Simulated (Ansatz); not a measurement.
# F3HO2W: the cost of one run

Computed with Ansatz 0.2.0, Gaussian basis. Level: the settings change from run to run.

## Step 1: The relaxed structure

The structure was relaxed beforehand with PBE0-D4 in a triple-zeta def2 set. W takes a core potential in def2 sets; no spin-orbit term is included.

SMILES `[O]=[W]([OH])([F])([F])[F]`, 7 atoms, charge 0, spin multiplicity 1.

Atoms are counted from 1 here; the program's logs count them from 0.

Bond lengths: O1–W2 1.675 Å, W2–O3 1.861 Å, W2–F4 1.862 Å, W2–F5 1.857 Å, W2–F6 1.862 Å, O3–H7 0.959 Å. Angles: O1–W2–O3 102.8°, O1–W2–F4 105.8°, O1–W2–F5 105.5°, O1–W2–F6 105.8°, O3–W2–F4 88.7°, O3–W2–F5 151.7°, O3–W2–F6 88.7°, F4–W2–F5 83.7°, F4–W2–F6 148.0°, F5–W2–F6 83.7°, W2–O3–H7 133.8°.

## Step 2: HSE06/x2c-TZVPPall

This run has atoms shaken by 0.15 Å, relativity set to none.

The input, in.yaml:

```yaml
crystal:
  periodic: [false, false, false]
  atoms:
    - {symbol: O, position_ang: [-1.735204, -0.632008, 0.815442]}
    - {symbol: W, position_ang: [-0.050783, 0.320230, -0.157111]}
    - {symbol: O, position_ang: [1.032700, -0.813154, 0.457283]}
    - {symbol: F, position_ang: [-0.174915, -0.725546, -1.577808]}
    - {symbol: F, position_ang: [-1.160084, 1.630083, -1.003944]}
    - {symbol: F, position_ang: [0.263354, 1.307384, 1.215771]}
    - {symbol: H, position_ang: [1.996584, -0.728308, 0.212926]}
basis:
  gaussian: {orbitals: x2c-TZVPPall}
hamiltonian: {xc: {name: HSE06}, pseudopotentials: {relativity: none}}
output: {forces: true}
```

Command:

```console
$ ansatz run in.yaml --threads 4 --pin off --events-out ev --progress --plain --max-ram 10444MiB
```

Q: Estimate wall time and peak memory on 4 threads of Intel Xeon at 2.50GHz, shared host.

About 27 s, with a peak of 1.3 GiB.
